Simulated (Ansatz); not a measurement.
**CHClGa (doublet): the correlation ladder, cc-pVDZ**

An exercise on one series of results from a longer session: the logs are not shown, and one member is left open.

Computed with Ansatz 0.2.0, Gaussian basis. Level: cc-pVDZ, core rule «outside noble gas», up to 20 orbitals frozen.

To be run: UHF; CCSD(T) on ROHF; CCSD(T) on UHF; BCCD(T) on ROHF; CISD; CCSDT(Q) on ROHF; CCSDT(Q) on UHF; CASSCF and MRCISD+Q, 9 electrons in 9 orbitals; CASSCF and NEVPT2, 9 electrons in 9 orbitals.

23 further runs of the same task are left out: 2 for a known fault of the program, 7 that didn't finish, 14 set aside as unsound or not needed.

## The geometry

The geometry is a PBE0/def2-TZVP stationary point (not a proven minimum). No spin-orbit coupling is included. The filled d shell of Ga may be among the frozen orbitals whatever the setting's name suggests; the logs give the count.

4 atoms, charge 0, spin multiplicity 2.

Atoms are counted from 1 here; the program's logs count them from 0.

Bond lengths: Cl1–C2 1.726 Å, C2–Ga3 2.034 Å, C2–H4 1.091 Å. Angles: Cl1–C2–Ga3 113.0°, Cl1–C2–H4 110.2°, Ga3–C2–H4 136.8°.

The first run:

in.yaml

```yaml
crystal:
  periodic: [false, false, false]
  atoms:
    - {symbol: Cl, position_ang: [0.000000, -0.224282, 1.993212]}
    - {symbol: C, position_ang: [0.000000, 0.873891, 0.661996]}
    - {symbol: Ga, position_ang: [0.000000, -0.064009, -1.142342]}
    - {symbol: H, position_ang: [0.000000, 1.903187, 1.023017]}
basis:
  gaussian: {orbitals: cc-pVDZ}
magnetization: {spin_polarized: true, initial_magnetization: 1}
hamiltonian: {xc: hf}
output: {orbitals: {seedname: orbitals}}
```

Command:

```
$ ansatz run in.yaml --threads 1 --pin off --events-out ev --progress --plain --max-ram 2393MiB
```

Among the steps run: UHF; CCSD(T) on ROHF; CCSD(T) on UHF; BCCD(T) on ROHF; CISD; CCSDT(Q) on ROHF; CCSDT(Q) on UHF; CASSCF and MRCISD+Q, 9 electrons in 9 orbitals; CASSCF and NEVPT2, 9 electrons in 9 orbitals.

One table of the session follows, with a row left open; its other results are not shown here.

```
           method  from UCCSDT(Q) (meV)
             ROHF               +9353.3
              UHF               +9228.9
             RMP2               +1305.0
             UMP2               +1328.8
            RCCSD                +307.0
            UCCSD                     ?
         RCCSD(T)                 +49.5
         UCCSD(T)                 +50.7
          BCCD(T)                 +46.8
           RCCSDT                 +21.6
           UCCSDT                 +21.2
        RCCSDT(Q)                  +2.0
        UCCSDT(Q)                     0
  CASSCF frontier               +7113.5
  MRCISD frontier                +770.4
MRCISD+Q frontier                 +82.1
```

Q: Estimate the row for UCCSD from the others.

As computed: from UCCSDT(Q) (meV): +304.3. In the column «from UCCSDT(Q) (meV)» it lies between MRCISD+Q frontier (+82.1) and RCCSD (+307.0).

Not comparable, so not listed: CISD; CASSCF and NEVPT2, 9 electrons in 9 orbitals (they don't share determinant, frozen orbitals or solution with the rows shown, or repeat one).

To keep in mind: Restricted and unrestricted rows rest on different reference determinants; where their highest levels disagree by more than a few hundredths of an eV, they describe different states and don't form one ladder. Warnings in the runs' records: passed over end.
